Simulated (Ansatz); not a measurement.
**BClFHO: functionals against CCSD(T) at one geometry**

The task here is to estimate one member of a computed series from the others.

Computed with Ansatz 0.2.0, Gaussian basis. Level: single points in def2-TZVPP.

Cores are frozen in the correlated methods.

## The system as given

SMILES `OB(F)Cl`, 5 atoms, charge 0, spin multiplicity 1.

Atoms are counted from 1 here; the program's logs count them from 0.

Bond lengths: O1–B2 1.315 Å, O1–H5 0.977 Å, B2–F3 1.326 Å, B2–Cl4 1.729 Å. Angles: B2–O1–H5 121.4°, O1–B2–F3 118.8°, O1–B2–Cl4 124.3°, F3–B2–Cl4 116.9°.

Coordinates:

```mol
BClFHO
  3D, bonds by distance, orders not assigned

  5  4  0  0  0  0  0  0  0  0999 V2000
    0.5192    0.8300    0.2953 O   0  0
    0.0373   -0.3781    0.0996 B   0  0
    0.6062   -1.4017    0.7220 F   0  0
   -1.2653   -0.7442   -0.9762 Cl  0  0
    0.1461    1.6074   -0.1639 H   0  0
  1  2  8  0
  1  5  8  0
  2  3  8  0
  2  4  8  0
M  END
```

The first run:

File run/in.yaml:

```yaml
crystal:
  periodic: [false, false, false]
  atoms:
    - {symbol: O, position_ang: [0.519200, 0.830000, 0.295300]}
    - {symbol: B, position_ang: [0.037300, -0.378100, 0.099600]}
    - {symbol: F, position_ang: [0.606200, -1.401700, 0.722000]}
    - {symbol: Cl, position_ang: [-1.265300, -0.744200, -0.976200]}
    - {symbol: H, position_ang: [0.146100, 1.607400, -0.163900]}
basis:
  gaussian: {orbitals: def2-TZVPP}
correlation: {method: ccsd_t}
output: {forces: true}
```

No record of the launch command was kept for these runs.

Among the steps run: CCSD(T)/def2-TZVPP; PBE0-D4/def2-TZVPP; wB97M-V/def2-TZVPP; r2SCAN-D4/def2-TZVPP; PBE-D4/def2-TZVPP; r2SCANh-D4/def2-TZVPP; CAM-B3LYP-D4/def2-TZVPP.

One of the session's tables, all rows but one given; the rest of the session is left out.

| method | RMS force component (eV/Å) | angle to CCSD(T) forces (°) | dipole (D) |
| --- | --- | --- | --- |
| CCSD(T) | 0.799 | reference | 2.27 |
| PBE0-D4 | ? | ? | ? |
| wB97M-V | 0.733 | 4.9 | 2.28 |
| r2SCAN-D4 | 0.718 | 3.1 | 2.26 |
| PBE-D4 | 0.752 | 15.8 | 2.21 |
| r2SCANh-D4 | 0.718 | 8.7 | 2.28 |
| CAM-B3LYP-D4 | 0.663 | 9.8 | 2.31 |

**Question.** Estimate the row for PBE0-D4.

The run gave: RMS force component (eV/Å): 0.706; angle to CCSD(T) forces (°): 8.0; dipole (D): 2.28. In the column «RMS force component (eV/Å)» it lies between CAM-B3LYP-D4 (0.663) and r2SCAN-D4 (0.718).
